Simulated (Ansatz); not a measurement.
**GeHF: a ladder of functionals and wavefunction methods**

How much do the methods differ for GeHF? The plan is to run it at one geometry with functionals of several rungs and with coupled cluster, and see how far each lands from CCSD(T) at the basis-set limit for the atomisation energy.

Method: functionals in def2-TZVPP, the program's frozen cores in correlated methods; program: Ansatz 0.2.0, Gaussian basis.

Levels to be run: LDA (SPW92), PBE-D4, revPBE-D4, BLYP-D4, r2SCAN-D4, B97M-V, PBE0-D4, B3LYP-D4, r2SCANh-D4, r2SCAN0-D4, HSE06-D4, BHLYP-D4, CAM-B3LYP-D4, LC-ωPBE, ωB97X-V, ωB97M-V, B2PLYP, PBE-QIDH; CCSD(T)/def2-SVP; CCSD(T)/def2-TZVPP; CCSD(T)/def2-QZVPP; extrapolation to the limit; RPA on PBE.

## 1. The geometry

All runs share one geometry, relaxed beforehand with PBE0-D4 in a triple-zeta def2 set.

SMILES `[F][GeH]`, 3 atoms, charge 0, spin multiplicity 1.

Atoms are counted from 1 here; the program's logs count them from 0.

Bond lengths: F1–Ge2 1.757 Å, Ge2–H3 1.609 Å. Angles: F1–Ge2–H3 94.2°.

## 2. LDA

This LDA is Slater exchange with PW92 correlation.

in.yaml

```yaml
crystal:
  periodic: [false, false, false]
  atoms:
    - {symbol: F, position_ang: [0.672104, 1.012635, 0.469698]}
    - {symbol: Ge, position_ang: [-0.657860, 0.195237, -0.335600]}
    - {symbol: H, position_ang: [-0.025244, -1.272673, -0.147399]}
basis:
  gaussian: {orbitals: def2-TZVPP}
hamiltonian: {xc: lda}
output: {orbitals: {seedname: orbitals}}
```

Run with:

```
ansatz run in.yaml --threads 2 --pin off --events-out ev --progress --plain --max-ram 31744MiB --backend cpu
```

After this run come: PBE-D4 (GGA); revPBE-D4 (GGA); BLYP-D4 (GGA); r2SCAN-D4 (meta-GGA); B97M-V (meta-GGA); PBE0-D4 (hybrid); B3LYP-D4 (hybrid); r2SCANh-D4 (hybrid); r2SCAN0-D4 (hybrid); HSE06-D4 (hybrid); BHLYP-D4 (hybrid); CAM-B3LYP-D4 (range-separated); LC-ωPBE (range-separated); ωB97X-V (range-separated); ωB97M-V (range-separated); B2PLYP (double hybrid); PBE-QIDH (double hybrid); CCSD(T) in def2-SVP; CCSD(T) in def2-TZVPP; CCSD(T) in def2-QZVPP; RPA on PBE orbitals.

Before running them: what should the planned runs give, taken together? Wanted: atomisation energy, CCSD(T)/CBS; farthest beyond LDA; mean size of error, GGA; mean size of error, meta-GGA; mean size of error, hybrid; mean size of error, range-separated; mean size of error, double hybrid; gap, smallest and largest; T1 diagnostic.

The runs gave:

| quantity | value |
| --- | --- |
| atomisation energy, CCSD(T)/CBS | 196.6 kcal/mol |
| functionals within 2.0 kcal/mol (1.0 %) | B97M-V, B3LYP-D4, CAM-B3LYP-D4, ωB97X-V |
| farthest beyond LDA | BHLYP-D4 (-12.6 kcal/mol) |
| mean size of error, GGA | 2.9 kcal/mol |
| mean size of error, meta-GGA | 2.0 kcal/mol |
| mean size of error, hybrid | 7.6 kcal/mol |
| mean size of error, range-separated | 2.1 kcal/mol |
| mean size of error, double hybrid | 6.1 kcal/mol |
| gap, smallest and largest | 2.27 eV (LDA (SPW92)), 9.27 eV (LC-ωPBE) |
| T1 diagnostic | 0.0144 |
| triples share of the correlation energy | 3.2 % |

LDA overbinds by 31.6 kcal/mol (16 %). PBE-D4 misses by +2.0 kcal/mol. Double hybrids carry the basis error of their MP2 part in triple zeta, and no dispersion term here, so their miss is partly the set-up's. By mean error the best rung here is meta-GGA (2.0 kcal/mol) and the worst beyond LDA is hybrid (7.6 kcal/mol). The gap between the best rungs is small, so their order is not settled. The mean of the hybrids holds BHLYP, with half exact exchange. Misses under about 2.0 kcal/mol are within the doubt on the reference itself, which lacks core-valence correlation, relativity and higher excitations, and its outer-core shells are covered unevenly. Hartree-Fock recovers 66 % of the binding; the rest is correlation. CCSD(T) in def2-SVP is off by -18.9 kcal/mol, worse than the median functional, from the basis alone. Orbital gaps span 2.3 to 9.3 eV; exact exchange widens them. The restricted reference is unstable towards a spin-broken one. Correlated methods include outer-core shells of Ge, which these sets cover unevenly.
